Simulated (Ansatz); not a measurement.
# Al2BP3: the band gap up the ladder of functionals

An exercise on one series of results from a longer session: the logs are not shown, and one member is left open.

Code: Ansatz 0.2.0. PAW datasets, plane waves. (Calculated; spin-unpolarised; the phase may be known or hypothetical.)

## The cell

The cell was relaxed beforehand with r2SCAN.

Space group P3m1 (No. 156), trigonal; a = 3.657 Å, c = 9.136 Å in the conventional setting, 17.63 Å³ an atom. Around B lie 4 P at 1.97–2.20 Å; around Al lie 4 P at 2.30–2.37 Å; around Al lie 4 P at 2.30–2.35 Å; around P lie 3 B at 2.20 Å and 1 Al at 2.37 Å; around P lie 4 Al at 2.30–2.35 Å.

Structure file:

```cif
data_structure
_symmetry_space_group_name_H-M 'P3m1'
_symmetry_Int_Tables_number 156
_cell_length_a 3.6565
_cell_length_b 3.6565
_cell_length_c 9.1356
_cell_angle_alpha 90.000
_cell_angle_beta 90.000
_cell_angle_gamma 120.000
_cell_volume 105.78
loop_
_atom_site_label
_atom_site_type_symbol
_atom_site_symmetry_multiplicity
_atom_site_Wyckoff_symbol
_atom_site_fract_x
_atom_site_fract_y
_atom_site_fract_z
_atom_site_occupancy
B1 B 1 a 0.00000 0.00000 0.00656 1
Al1 Al 1 c 0.66667 0.33333 0.67950 1
Al2 Al 1 b 0.33333 0.66667 0.32263 1
P1 P 1 c 0.66667 0.33333 0.93887 1
P2 P 1 b 0.33333 0.66667 0.57983 1
P3 P 1 a 0.00000 0.00000 0.22261 1
```

Set-up of the first run:

File input.yaml:

```yaml
crystal:
  lattice:
    - [3.6565496871, 0.0, 0.0]
    - [-1.8282748435, 3.1666649192, 0.0]
    - [0.0, 0.0, 9.1355759297]
  atoms:
    - { symbol: B, position: [0.0, 0.0, 0.0065573311] }
    - { symbol: Al, position: [0.6666666667, 0.3333333333, 0.6794979474] }
    - { symbol: Al, position: [0.3333333333, 0.6666666667, 0.3226273278] }
    - { symbol: P, position: [0.6666666667, 0.3333333333, 0.9388719397] }
    - { symbol: P, position: [0.3333333333, 0.6666666667, 0.5798333975] }
    - { symbol: P, position: [0.0, 0.0, 0.2226120566] }
kpoints:
  mp_grid: { grid: [12, 12, 4] }
  band_path:
    path:
      - [[0.0, 0.0, 0.0], [0.5, -1.396390525339e-17, -9.793185559989e-36], [0.3333333333333, 0.3333333333333, -1.958637111998e-35], [0.0, 0.0, 0.0], [4.75637112696e-105, 1.00978959939e-52, 0.5], [0.5, -1.396390525339e-17, 0.5], [0.3333333333333, 0.3333333333333, 0.5], [4.75637112696e-105, 1.00978959939e-52, 0.5]]
      - [[0.5, -1.396390525339e-17, 0.5], [0.5, -1.396390525339e-17, -9.793185559989e-36]]
      - [[0.3333333333333, 0.3333333333333, 0.5], [0.3333333333333, 0.3333333333333, -1.958637111998e-35]]
    npoints: 10
hamiltonian:
  xc: pbe
scf:
  occupations: { method: fermi_dirac, width: 0.02 }
  n_extra_bands: 5
output:
  forces: true
  stress: true
  eigenvalues: true
```

Run with:

```
$ ansatz run input.yaml --threads 4 --pin off --max-ram 6451MiB --backend cpu --events-out ev --progress --plain --runs-dir out
```

Steps of the session up to this table: PBE bands along the symmetry lines; r2SCAN; Single point with HSE06; PBE0.

One table of the session follows, with a row left open; its other results are not shown here.

```
 level  gap (eV)
   PBE         ?
r2SCAN      1.36
 HSE06      1.74
  PBE0      2.42
```

**Question.** Estimate the row for PBE.

As computed: gap (eV): 1.07. In the column «gap (eV)» it is the lowest.

Meshes: PBE 12×12×4, r2SCAN 12×12×4, HSE06 6×6×2, PBE0 6×6×2

In words: The gap runs from 1.07 eV (PBE) to 2.42 eV (PBE0). PBE reaches 61 % of the HSE06 value, and r2SCAN 78 %. PBE0 lies 0.68 eV above HSE06, which differs from it by screening the long-range exchange.

To keep in mind: Warnings in the runs' records: stress exchange threshold loose, stress scf threshold loose.
